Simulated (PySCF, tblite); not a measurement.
**C₆H₁₂BN: geometry, infrared bands and NMR shifts**

Aim: predict the infrared bands and NMR shifts of C₆H₁₂BN (`BN1CC/C(=C/C)C1`).

Programs: tblite 0.8.0 and PySCF 2.14.0, with density-fitted response routines of our own. Each step states its level of theory. These are calculated values for one molecule in the gas phase, unless marked as measured. Atoms count from 0, in the outputs and in this text.

**1. The starting structure**

20 atoms, charge 0, multiplicity 1; geometry from: force field or distance geometry start.

Bonds of the start (Å): B0–N1 1.51, N1–C2 1.43, C2–C3 1.50, C3–C4 1.49, C4–C5 1.33, C5–C6 1.48, C4–C7 1.50, C7–N1 1.48, B0–H8 1.19, B0–H9 1.21, C2–H10 1.12, C2–H11 1.11, C3–H12 1.10, C3–H13 1.10, C5–H14 1.07, C6–H15 1.07, C6–H16 1.13, C6–H17 1.12, C7–H18 1.10, C7–H19 1.10.

**2. Geometry optimisation with GFN2-xTB**

What the job is given:

```
{"job": {"kind": "relax", "xc": "GFN2-xTB", "basis": "xTB"}, "charge": 0, "multiplicity": 1}
B     -2.278300     1.825900    -0.374600
N     -1.522800     0.600700     0.067900
C     -1.749300    -0.582200    -0.700000
C     -0.677000    -1.502000    -0.205400
C      0.470800    -0.579000    -0.011500
C      1.728900    -0.986500     0.077300
C      2.852200    -0.034100     0.252100
C     -0.058100     0.826700     0.025900
H     -1.573100     2.748800    -0.653200
H     -3.180700     2.147000     0.367600
H     -2.729000    -1.069400    -0.454300
H     -1.655400    -0.434800    -1.792800
H     -0.457200    -2.322300    -0.897400
H     -0.978800    -1.861500     0.792200
H      1.936900    -2.035700     0.031300
H      3.421600     0.015300    -0.657100
H      3.495000    -0.458500     1.078600
H      2.496800     0.968400     0.604400
H      0.278500     1.359900     0.931100
H      0.173900     1.384000    -0.894800
```

Command:

```
OMP_NUM_THREADS=1 python probes_run.py task.json out
```

One launch serves the whole session: the jobs run in the order shown.

**Question.** This job is followed by: GFN2-xTB harmonic vibrations, gas phase; GIAO PBE0/pcSseg-1 NMR shielding, non-relativistic, gas phase. What will the session give for the following? strongest single infrared mode (GFN2-xTB); zero-point energy (GFN2-xTB); 13C shifts against TMS (PBE0/pcSseg-1); 1H shifts against TMS (PBE0/pcSseg-1, means over atoms taken as alike); 11B shifts against BF3·OEt2 (PBE0/pcSseg-1); 15N shifts against NH3 (PBE0/pcSseg-1).

**Answer**, as computed:

| quantity | value |
| --- | --- |
| strongest single infrared mode (GFN2-xTB) | 2630 cm⁻¹, 202 km/mol |
| zero-point energy (GFN2-xTB) | 106.6 kcal/mol |
| 13C shifts against TMS (PBE0/pcSseg-1) | 147.3, 124.0, 58.9, 57.5, 38.2, 18.7 ppm |
| 1H shifts against TMS (PBE0/pcSseg-1, means over atoms taken as alike) | 5.70, 4.75, 4.38, 3.67, 2.59, 1.79 ppm |
| 11B shifts against BF3·OEt2 (PBE0/pcSseg-1) | 34.2 ppm |
| 15N shifts against NH3 (PBE0/pcSseg-1) | 165.9 ppm |

In words: The optimisation took 125 steps and gained 1.728 eV; among the close pairs (by a distance rule), B0–N1 changed most, from 1.506 to 1.374 Å. No mode is imaginary among the 54: a minimum at this level. The strongest single mode, at 2630 cm⁻¹, moves mainly H9 and H8. GFN2-xTB is a fitted tight-binding method: band positions and strengths are rough. Its intensities can rank the bands wrongly. The most deshielded hydrogen is H14 (hydrogen on an alkene CH), at 5.70 ppm: olefinic region.
